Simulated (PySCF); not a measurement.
**SmS: bond curves at several levels of theory**

An exercise on one series of results from a longer session: the logs are not shown, and one member is left open.

Method: Sm x2c-TZVPall, S x2c-TZVPall, spin-free X2C with a Gaussian nucleus; program: PySCF 2.14.0.

The first run:

Settings of the job:

- atoms: Sm, S
- charge: 0
- basis: Sm x2c-TZVPall, S x2c-TZVPall
- Hamiltonian: spin-free X2C with a Gaussian nucleus
- basis functions: 141
- electrons treated: 78
- masses in u: 151.9197, 31.9721
- levels: PBE0, PBE, r²SCAN, TPSS, TPSSh, HF, MP2, SCS-MP2
- grid: 80 radial by 434 angular points
- occupations: held fixed by the projection of orbital angular momentum
- dissociation limit: Sm + S, each in its ground configuration
- starting distance in angstrom: 2.314
- values of 2S to try: 4, 6, 8

Started as:

```console
OMP_NUM_THREADS=4 python dia.py task.json out
```

Among the steps run: Input; PBE0 along the bond; Excited determinants; PBE (GGA); r²SCAN (meta-GGA); TPSS; TPSSh; UHF (mean field).

One table of the session follows, with a row left open; its other results are not shown here.

Energy (eV) from each level's lowest point:

| R (Å) | UHF | UHF-MP2 | UHF-SCS-MP2 | PBE | TPSS |
| --- | --- | --- | --- | --- | --- |
| 2.060 | 1.971 | 1.316 | 1.480 | 1.153 | 1.181 |
| 2.155 | 1.027 | 0.590 | 0.697 | 0.498 | 0.515 |
| 2.251 | 0.437 | 0.183 | 0.241 | 0.143 | 0.151 |
| 2.323 | 0.176 | 0.038 | 0.065 | 0.024 | 0.027 |
| 2.395 | 0.039 | 0.000 | 0.000 | 0.000 | 0.000 |
| 2.467 | 0.000 | 0.045 | 0.021 | 0.050 | 0.049 |
| 2.563 | 0.066 | 0.200 | 0.150 | 0.200 | 0.201 |
| 2.682 | 0.284 | 0.496 | 0.424 | 0.477 | 0.484 |
| 2.826 | ? | ? | ? | ? | ? |
| 3.018 | 1.292 | 1.508 | 1.347 | 1.463 | 1.505 |

**Question.** Estimate the row for R (Å) = 2.826.

Worked estimate for «UHF». A straight line through the neighbours (2.682, 0.284) and (3.018, 1.292) gives 0.284 + (1.292 − 0.284) × (2.826 − 2.682) / (3.018 − 2.682) = 0.716; a parabola fitted to 3 rows on both sides gives 0.645.

As computed: UHF: 0.691; UHF-MP2: 0.929; UHF-SCS-MP2: 0.798; PBE: 0.883; TPSS: 0.903. In «UHF» the line misses by +0.025 and the parabola by -0.046.

Caveats from the session: The state is the lowest single determinant that the PBE0 search found; with open d or f shells the true ground state can be another one.
